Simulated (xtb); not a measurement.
**GFN2-xTB run of [CoNH3Cl5]2− ([Co(NH3)Cl5]2-)**

We compute a structure relaxation of [CoNH3Cl5]2− ([Co(NH3)Cl5]2-). 

Program for the calculation: xtb 6.7.1 later snapshot.

7 further runs of the same task are left out: 7 set aside as unsound or not needed.

## (1) The system as given

[CoNH3Cl5]2− has 10 atoms, charge -2, and is taken as a quintet. SMILES: `[NH3]->[Co-2]([Cl])([Cl])([Cl])([Cl])[Cl]`. The shape comes from GFN2-xTB, which is rough for such elements, and wasn't checked as a minimum. The run starts from this shape.

Bond lengths: Co1–N2 2.273 Å, Co1–Cl6 2.378 Å, Co1–Cl7 2.366 Å, Co1–Cl8 2.353 Å, Co1–Cl9 2.356 Å, Co1–Cl10 2.366 Å, N2–H3 1.017 Å, N2–H4 1.017 Å, N2–H5 1.017 Å. Some angles: N2–Co1–Cl6 179.3°, N2–Co1–Cl7 86.7°, N2–Co1–Cl8 87.6°, N2–Co1–Cl9 87.6°, N2–Co1–Cl10 87.1°, Cl6–Co1–Cl7 92.7°, Cl6–Co1–Cl8 93.0°, Cl6–Co1–Cl9 92.7°, Cl6–Co1–Cl10 92.6°, Cl7–Co1–Cl8 174.3°.

## (2) A geometry optimisation at GFN2-xTB

File .CHRG:

```
-2
```

File .UHF:

```
4
```

File struc.xyz:

```xyz
10
start
Co    -0.00735     0.00665    -0.82065
N      0.00006    -0.00314     1.45197
H     -0.63151     0.70371     1.81909
H      0.94119     0.18904     1.78659
H     -0.28990    -0.91620     1.79454
Cl     0.00869     0.00322    -3.19883
Cl     2.35552     0.01033    -0.69279
Cl    -2.35765     0.00280    -0.71494
Cl    -0.01413     2.36013    -0.71329
Cl    -0.00493    -2.35655    -0.71170
```

Launch:

```
$ xtb struc.xyz --opt vtight -P 1 | tee struc.out
```

What values should one expect? Wanted: total energy at the end; HOMO energy; LUMO energy; dispersion energy; mean polarisability.

Answer, from the run:

Level: GFN2-xTB.

| quantity | value |
| --- | --- |
| total energy at the end | -31.34855 Eh |
| HOMO energy (partly filled) | -2.33 eV |
| LUMO energy | 6.38 eV |
| dispersion energy | -38.41 kJ/mol |
| mean polarisability (D4 model) | 119.6 bohr³ |

What this shows: At the final geometry: Bond lengths: Co1–N2 2.355 Å, Co1–Cl6 2.255 Å, Co1–Cl7 2.417 Å, Co1–Cl8 2.397 Å, Co1–Cl9 2.399 Å, Co1–Cl10 2.413 Å, N2–H3 1.012 Å, N2–H4 1.013 Å, N2–H5 1.013 Å. Some angles: N2–Co1–Cl6 179.0°, N2–Co1–Cl7 80.7°, N2–Co1–Cl8 82.0°, N2–Co1–Cl9 81.7°, N2–Co1–Cl10 80.8°, Cl6–Co1–Cl7 98.5°, Cl6–Co1–Cl8 98.9°, Cl6–Co1–Cl9 98.9°, Cl6–Co1–Cl10 98.6°, Cl7–Co1–Cl8 162.6°. The optimisation took 11 steps and changed the energy by -0.131 eV. Mulliken charges run from -0.58 on Cl7 to +0.53 on Co1.
